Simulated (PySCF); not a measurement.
# SbH₄⁻: structure of the singlet

Where does singlet SbH₄⁻ go from a PBE0 minimum start, is the end point a minimum, and what are its modes, charges and moments?

Computed with PySCF 2.14.0. Level: PBE0, basis Sb def2-TZVPD with ECP28, H def2-TZVPD, scalar-relativistic core potentials, no spin–orbit coupling, density fitting.

### Step 1. The starting structure

5 atoms, charge -1, spin multiplicity 1.

Bond lengths: Sb1–H2 1.976 Å, Sb1–H3 1.976 Å, Sb1–H4 1.717 Å, Sb1–H5 1.717 Å. Angles: H2–Sb1–H3 159.4°, H2–Sb1–H4 83.5°, H2–Sb1–H5 83.5°, H3–Sb1–H4 83.5°, H3–Sb1–H5 83.5°, H4–Sb1–H5 101.1°.

```xyz
5
charge -1 multiplicity 1
Sb    0.0000    0.0000   -0.0233
H     0.0000    1.9444    0.3296
H     0.0000   -1.9444    0.3296
H     1.3253    0.0000    1.0681
H    -1.3253    0.0000    1.0681
```

### Step 2. The SCF at the typed geometry

The steps below are one call of a driver around PySCF. For each, scf.py gives the equivalent set-up of the SCF; relaxations use the driver's own optimiser. After this first run the driver tries any further starts and a stability analysis.

File scf.py:

```python
from pyscf import gto, scf, dft
mol = gto.M(atom='''
Sb     0.000000     0.000000    -0.023301
H      0.000000     1.944445     0.329550
H     -0.000000    -1.944445     0.329550
H      1.325341    -0.000000     1.068130
H     -1.325341     0.000000     1.068130''',
    basis={'Sb': 'def2-TZVPD', 'H': 'def2-TZVPD'},
    ecp={'Sb': 'def2-TZVPD'},
    charge=-1, spin=0)
mf = dft.RKS(mol, xc='PBE0')
mf.grids.atom_grid = (50, 194)
aux = {'Sb': 'def2-universal-JKFIT', 'H': 'def2-universal-JKFIT'}
mf = mf.density_fit(auxbasis=aux)
mf.conv_tol = 1e-08
mf.diis_space = 10
mf.max_cycle = 60
mf.init_guess = 'minao'
mf.verbose = 4
mf.kernel()
```

Launch:

```bash
OMP_NUM_THREADS=2 python axn.py task.json out
```

Further steps of the session: Relaxing the singlet from the PBE0 minimum start; Is it a minimum? Harmonic modes.

**Question.** What will these runs give? Wanted: minimum; geometry; wavenumbers; dipole moment; highest occupied, lowest empty level; polar-tensor charge of Sb1; zero-point energy.

**Answer**, as computed:

```
                            quantity                                                                                        value
                             minimum                                                                                 singlet, C2v
                            geometry        Sb–H 1.717 Å (×2), Sb–H 1.976 Å (×2); H–Sb–H 83.5° (×4), H–Sb–H 101.1°, H–Sb–H 159.4°
                  wavenumbers (cm⁻¹)  504 (a1), 711 (b2), 772 (a1), 819 (b1), 904 (a2), 965 (b1), 1232 (a1), 1865 (a1), 1891 (b2)
      dipole moment (centre of mass)                                                                                       1.66 D
highest occupied, lowest empty level                                                                                0.14, 4.00 eV
          polar-tensor charge of Sb1                                                                                      +0.95 e
                   zero-point energy                                                                                  57.8 kJ/mol
                 entropy at 298.15 K                                                                              245.9 J/(mol K)
```

What this shows: The PBE0 minimum start keeps its C2v symmetry and ends in a minimum. The strongest infrared band lies at 819 cm⁻¹ (b1, mixed). Other starts or spin states, not run here, may lie lower. The highest occupied level lies above zero: either self-interaction error lifts it or the extra electron is not bound, and the basis holds it in place. Spin–orbit coupling is left out.
